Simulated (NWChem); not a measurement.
# the pair BH2OF···CH2BN: a chain of runs

We compute the energy (singlet CH4B2FNO, SVWN5/jun-cc-pV(D+d)Z), then a single-point energy (singlet BH2OF, SVWN5/jun-cc-pV(D+d)Z), then the energy (singlet CH2BN, SVWN5/jun-cc-pV(D+d)Z), then a single-point energy (singlet BH2OF, SVWN5/jun-cc-pV(D+d)Z), then a single-point energy (singlet CH2BN, SVWN5/jun-cc-pV(D+d)Z) of CH4B2FNO and its partners. 

The results are computed with NWChem 7.3.0.

## 1. Starting point

The species is CH4B2FNO (10 atoms), meant as a singlet with charge 0. The two molecules were placed rigidly side by side, at 0.9 times their contact distance; the pair isn't optimised.

Bond lengths: O1–B2 1.344 Å, B2–F3 1.332 Å, B6–C7 1.522 Å, C7–N8 1.154 Å, O1–H4 0.963 Å, B2–H5 1.192 Å, B6–H9 1.189 Å, B6–H10 1.189 Å. Angles: O1–B2–F3 120.3°, B6–C7–N8 180.0°, O1–B2–H5 120.1°, F3–B2–H5 119.6°, B2–O1–H4 113.4°, C7–B6–H9 118.9°, C7–B6–H10 118.9°, H9–B6–H10 122.2°.

## 2. A single-point energy at SVWN5/jun-cc-pV(D+d)Z (run 1)

The input, a.nw:

```
start a
memory stack 880 mb heap 220 mb global 1100 mb

geometry units au noautosym nocenter noautoz
  O  -1.84320107  0.32529746  0.31210717
  B   0.67089057 -0.02921517  0.39563306
  F   1.94494392 -0.58384978 -1.70309677
  H  -2.54580124  0.13632484 -1.35595408
  H   1.77316782  0.15144265  2.35131063
  B  -2.23161538 -6.79940467 -0.13836575
  C  -4.65348838 -6.04547954 -1.49273246
  N  -6.49020768 -5.47404525 -2.51987420
  H  -0.63364407 -5.25117096  0.16964071
  H  -2.00159791 -8.91633257  0.57600742
end

basis spherical bse
  * library "jun-cc-pV(D+d)Z"
end

dft
  xc slater vwn_5
  grid fine
  convergence energy 1e-08
  iterations 100
  mulliken
  noprint "final vectors analysis"
end

task dft energy
```

On the command line:

```bash
nwchem a.nw > a.out
```

Standard output:

```text
[...]
          Wavefunction type:  closed shell.
          No. of atoms     :    10
          No. of electrons :    44
[...]
          Charge           :     0
          Spin multiplicity:     1
[...]
          AO basis - number of functions:   128
[...]
              XC Information
              --------------
                        Slater Exchange Functional  1.000 local
                      VWN V Correlation Functional  1.000 local
[...]
 d= 0,ls=0.0,diis     1   -317.3767760852 -4.88D+02  2.07D-02  1.63D+00     4.2
[...]
 d= 0,ls=0.0,diis    12   -317.5467610201 -3.00D-09  2.68D-07  3.05D-09    38.0
         Total DFT energy =     -317.546761020090
      One electron energy =     -774.223248339602
           Coulomb energy =      324.530861076115
    Exchange-Corr. energy =      -38.277015052698
 Nuclear repulsion energy =      170.422641296095
[...]
      Total Density - Mulliken Population Analysis
     ---------------------------------------------
    Atom       Charge   Shell Charges
 -----------   ------   -------------------------------------------------------
    1 O    8     8.24   2.01  0.83  0.78  0.13  2.90  1.42  0.16  0.01
    2 B    5     4.96   2.03  0.57  0.21  0.04  1.60  0.24 -0.01  0.28
    3 F    9     9.11   2.01  0.88  0.96  0.04  3.35  1.75  0.11  0.00
    4 H    1     0.73   0.67 -0.02  0.08
    5 H    1     0.99   0.72  0.26  0.01
    6 B    5     5.03   2.03  0.62  0.37 -0.01  1.56  0.41  0.00  0.05
    7 C    6     5.88   2.02  0.69  0.46 -0.07  2.03  0.65  0.05  0.05
    8 N    7     7.19   2.02  0.81  0.90  0.17  2.21  1.02  0.03  0.04
    9 H    1     0.94   0.71  0.22  0.01
   10 H    1     0.94   0.71  0.22  0.01
[...]
```

Run time: 39 s. Hardware: 1 thread of Intel Xeon Platinum 8488C (Sapphire Rapids), shared host; peak memory 0.12 GiB.

## 3. BH2OF: a single-point energy at SVWN5/jun-cc-pV(D+d)Z (run 2)

The input, mol.nw:

```
start mol
memory stack 880 mb heap 220 mb global 1100 mb

geometry noautosym nocenter noautoz
   O     -0.975380     0.172140     0.165160
   B      0.355020    -0.015460     0.209360
   F      1.029220    -0.308960    -0.901240
   H     -1.347180     0.072140    -0.717540
   H      0.938320     0.080140     1.244260
end

basis spherical bse
   * library "jun-cc-pV(D+d)Z"
end

dft
   xc slater vwn_5
   mult 1
   grid fine
   convergence energy 1e-08
   maxiter 100
   mulliken
   noprint "final vectors analysis"
end

task dft energy
```

On the command line:

```bash
nwchem mol.nw > mol.out
```

Standard output:

```text
[...]
          Wavefunction type:  closed shell.
          No. of atoms     :     5
          No. of electrons :    24
[...]
          Charge           :     0
          Spin multiplicity:     1
[...]
          AO basis - number of functions:    64
[...]
              XC Information
              --------------
                        Slater Exchange Functional  1.000 local
                      VWN V Correlation Functional  1.000 local
[...]
 d= 0,ls=0.0,diis     1   -199.6852611255 -2.64D+02  2.61D-02  9.94D-01     0.7
[...]
 d= 0,ls=0.0,diis    11   -199.7784894602 -1.65D-10  8.38D-08  5.71D-11     4.7
         Total DFT energy =     -199.778489460195
      One electron energy =     -404.318481479174
           Coulomb energy =      162.649100778332
    Exchange-Corr. energy =      -22.384904798131
 Nuclear repulsion energy =       64.275796038777
[...]
      Total Density - Mulliken Population Analysis
     ---------------------------------------------
    Atom       Charge   Shell Charges
 -----------   ------   -------------------------------------------------------
    1 O    8     8.23   2.01  0.83  0.78  0.12  2.90  1.43  0.15  0.01
    2 B    5     4.91   2.03  0.57  0.20  0.02  1.60  0.22 -0.01  0.28
    3 F    9     9.12   2.01  0.88  0.95  0.05  3.35  1.75  0.11  0.00
    4 H    1     0.74   0.67 -0.01  0.08
    5 H    1     0.99   0.72  0.26  0.01
[...]
```

It took 5.4 s on 1 thread of Intel Xeon Platinum 8488C (Sapphire Rapids), shared host; peak memory 0.11 GiB.

## 4. CH2BN: the energy at SVWN5/jun-cc-pV(D+d)Z (run 3)

The input, m1.nw:

```
start m1
memory total 2200 mb
geometry units angstrom noautosym nocenter noautoz
   B     -1.180920    -3.598090    -0.073220
   C     -2.462520    -3.199130    -0.789920
   N     -3.434470    -2.896740    -1.333460
   H     -0.335310    -2.778800     0.089770
   H     -1.059200    -4.718320     0.304810
end
basis "ao basis" spherical bse
   * library "jun-cc-pV(D+d)Z"
end
dft
   xc slater vwn_5
   grid fine
   convergence energy 1e-08
   iterations 100
   mulliken
   print low
end
task dft
```

On the command line:

```bash
nwchem m1.nw > m1.out
```

Standard output:

```text
[...]
 d= 0,ls=0.0,diis     1   -117.6889885780 -1.64D+02  2.89D-02  6.33D-01     0.7
[...]
 d= 0,ls=0.0,diis    11   -117.7653547656 -4.25D-09  2.01D-07  3.55D-10     4.8
         Total DFT energy =     -117.765354765551
      One electron energy =     -250.241243676051
           Coulomb energy =      102.158175197689
    Exchange-Corr. energy =      -15.889627373013
 Nuclear repulsion energy =       46.207341085824
[...]
      Total Density - Mulliken Population Analysis
     ---------------------------------------------
    Atom       Charge   Shell Charges
 -----------   ------   -------------------------------------------------------
    1 B    5     5.06   2.03  0.62  0.37  0.01  1.56  0.42  0.01  0.05
    2 C    6     5.86   2.02  0.69  0.46 -0.08  2.03  0.64  0.04  0.05
    3 N    7     7.19   2.02  0.81  0.90  0.16  2.21  1.02  0.03  0.04
    4 H    1     0.95   0.71  0.22  0.01
    5 H    1     0.95   0.71  0.22  0.01
[...]
```

Wall time 5.7 s (1 thread of Intel Xeon Platinum 8488C (Sapphire Rapids), shared host); peak memory 0.11 GiB.

## 5. BH2OF among ghost functions: a single-point energy at SVWN5/jun-cc-pV(D+d)Z (with ghost functions) (run 4)

The input, m1.nw:

```
start m1
memory total 2200 mb
charge 0

geometry units angstrom noautosym nocenter noautoz
  O     -0.975380     0.172140     0.165160
  B      0.355020    -0.015460     0.209360
  F      1.029220    -0.308960    -0.901240
  H     -1.347180     0.072140    -0.717540
  H      0.938320     0.080140     1.244260
  bqB     -1.180920    -3.598090    -0.073220
  bqC     -2.462520    -3.199130    -0.789920
  bqN     -3.434470    -2.896740    -1.333460
  bqH     -0.335310    -2.778800     0.089770
  bqH     -1.059200    -4.718320     0.304810
end

basis spherical bse
  O library "jun-cc-pV(D+d)Z"
  B library "jun-cc-pV(D+d)Z"
  F library "jun-cc-pV(D+d)Z"
  H library "jun-cc-pV(D+d)Z"
  bqB library B "jun-cc-pV(D+d)Z"
  bqC library C "jun-cc-pV(D+d)Z"
  bqN library N "jun-cc-pV(D+d)Z"
  bqH library H "jun-cc-pV(D+d)Z"
end

dft
  xc slater vwn_5
  grid fine
  convergence energy 1e-08
  iterations 100
  mulliken
  print low
end

task dft energy
```

On the command line:

```bash
nwchem m1.nw > m1.out
```

Standard output:

```text
[...]
 d= 0,ls=0.0,diis     1   -199.6853574907 -2.64D+02  1.37D-02  9.96D-01     3.5
[...]
 d= 0,ls=0.0,diis     8   -199.7786936590  7.77D-09  6.06D-06  9.47D-07    23.0
         Total DFT energy =     -199.778693658961
      One electron energy =     -404.320054610514
           Coulomb energy =      162.650468101066
    Exchange-Corr. energy =      -22.384903188290
 Nuclear repulsion energy =       64.275796038777
[...]
      Total Density - Mulliken Population Analysis
     ---------------------------------------------
    Atom       Charge   Shell Charges
 -----------   ------   -------------------------------------------------------
    1 O    8     8.23   2.01  0.83  0.78  0.12  2.90  1.43  0.15  0.01
    2 B    5     4.93   2.03  0.57  0.20  0.03  1.60  0.23 -0.01  0.28
    3 F    9     9.12   2.01  0.88  0.96  0.05  3.35  1.75  0.11  0.00
    4 H    1     0.73   0.67 -0.02  0.08
    5 H    1     0.99   0.72  0.26  0.01
    6 X    0    -0.01  -0.00 -0.00 -0.00 -0.01 -0.00  0.00 -0.00 -0.00
    7 X    0     0.01   0.00  0.00 -0.00  0.01 -0.00 -0.00  0.00 -0.00
    8 X    0    -0.00   0.00  0.00  0.00 -0.00  0.00 -0.00 -0.00 -0.00
    9 X    0     0.00  -0.00  0.00  0.00
   10 X    0     0.00  -0.00  0.00  0.00
[...]
```

Run time: 24 s. Hardware: 1 thread of Intel Xeon Platinum 8488C (Sapphire Rapids), shared host; peak memory 0.12 GiB.

## 6. CH2BN among ghost functions: the energy at SVWN5/jun-cc-pV(D+d)Z (with ghost functions) (run 5)

The input, sp.nw:

```
start sp
title "CH2BN SVWN5"
memory 2200 mb

geometry noautosym nocenter noautoz
B    -1.180920   -3.598090   -0.073220
C    -2.462520   -3.199130   -0.789920
N    -3.434470   -2.896740   -1.333460
H    -0.335310   -2.778800    0.089770
H    -1.059200   -4.718320    0.304810
bqO     -0.975380     0.172140     0.165160
bqB      0.355020    -0.015460     0.209360
bqF      1.029220    -0.308960    -0.901240
bqH     -1.347180     0.072140    -0.717540
bqH      0.938320     0.080140     1.244260
end

basis spherical bse
B library "jun-cc-pV(D+d)Z"
C library "jun-cc-pV(D+d)Z"
N library "jun-cc-pV(D+d)Z"
H library "jun-cc-pV(D+d)Z"
bqO library O "jun-cc-pV(D+d)Z"
bqB library B "jun-cc-pV(D+d)Z"
bqF library F "jun-cc-pV(D+d)Z"
bqH library H "jun-cc-pV(D+d)Z"
end

dft
xc slater vwn_5
grid fine
convergence energy 1e-08
maxiter 100
mulliken
noprint "final vectors analysis"
end

task dft energy
```

On the command line:

```bash
nwchem sp.nw > sp.out
```

Standard output:

```text
[...]
          Wavefunction type:  closed shell.
          No. of atoms     :    10
          No. of electrons :    20
[...]
          Charge           :     0
          Spin multiplicity:     1
[...]
          AO basis - number of functions:   128
[...]
              XC Information
              --------------
                        Slater Exchange Functional  1.000 local
                      VWN V Correlation Functional  1.000 local
[...]
 d= 0,ls=0.0,diis     1   -117.6890567442 -1.64D+02  1.49D-02  6.34D-01     3.4
[...]
 d= 0,ls=0.0,diis    11   -117.7654445005 -4.36D-09  1.03D-07  3.65D-10    30.8
         Total DFT energy =     -117.765444500469
      One electron energy =     -250.240816536026
           Coulomb energy =      102.157636648154
    Exchange-Corr. energy =      -15.889605698421
 Nuclear repulsion energy =       46.207341085824
[...]
      Total Density - Mulliken Population Analysis
     ---------------------------------------------
    Atom       Charge   Shell Charges
 -----------   ------   -------------------------------------------------------
    1 B    5     5.05   2.03  0.62  0.38 -0.01  1.56  0.42  0.01  0.05
    2 C    6     5.87   2.02  0.69  0.46 -0.08  2.03  0.64  0.05  0.05
    3 N    7     7.18   2.02  0.81  0.90  0.17  2.21  1.02  0.03  0.04
    4 H    1     0.93   0.71  0.20  0.01
    5 H    1     0.95   0.71  0.22  0.01
    6 X    0     0.01   0.00  0.00 -0.00  0.00  0.00 -0.00  0.00 -0.00
    7 X    0     0.01  -0.00 -0.00  0.00  0.01 -0.00  0.00  0.00 -0.00
    8 X    0    -0.00   0.00  0.00 -0.00 -0.00  0.00 -0.00  0.00 -0.00
    9 X    0    -0.00   0.00 -0.00 -0.00
   10 X    0    -0.00   0.00 -0.00 -0.00
[...]
```

It took 32 s on 1 thread of Intel Xeon Platinum 8488C (Sapphire Rapids), shared host; peak memory 0.12 GiB.

## 7. Summary of results

| quantity | value |
| --- | --- |
| run 1, SVWN5/jun-cc-pV(D+d)Z: total energy | -317.54676 Eh |
| run 1, SVWN5/jun-cc-pV(D+d)Z: dipole moment | 1.64 D |
| BH2OF: total energy | -199.77849 Eh |
| BH2OF: dipole moment | 1.16 D |
| CH2BN: total energy | -117.76535 Eh |
| BH2OF among ghost functions: total energy | -199.77869 Eh |
| CH2BN among ghost functions: total energy | -117.76544 Eh |
| CH2BN among ghost functions: dipole moment | 2.68 D |
| interaction energy of the rigid parts BH2OF and CH2BN (parts in their own basis; closest atoms 2.85 Å apart) | -0.079 eV |
| interaction energy of the rigid parts BH2OF and CH2BN (parts in the whole basis, counterpoise; closest atoms 2.85 Å apart) | -0.071 eV |

What this shows: The interaction energy of the rigid parts BH2OF and CH2BN (parts in their own basis; closest atoms 2.85 Å apart) is −0.08 eV (−1.8 kcal/mol): the parts attract. Without counterpoise this holds the superposition error of the basis. The interaction energy of the rigid parts BH2OF and CH2BN (parts in the whole basis, counterpoise; closest atoms 2.85 Å apart) is −0.07 eV (−1.6 kcal/mol): the parts attract. The basis-set superposition error is 0.8 kJ/mol. Mulliken charges (run 1, SVWN5/jun-cc-pV(D+d)Z) run from -0.24 on O1 to +0.27 on H4. Mulliken charges (BH2OF) run from -0.23 on O1 to +0.26 on H4; they depend strongly on the basis. Mulliken charges (CH2BN) run from -0.19 on N3 to +0.14 on C2; they depend strongly on the basis.
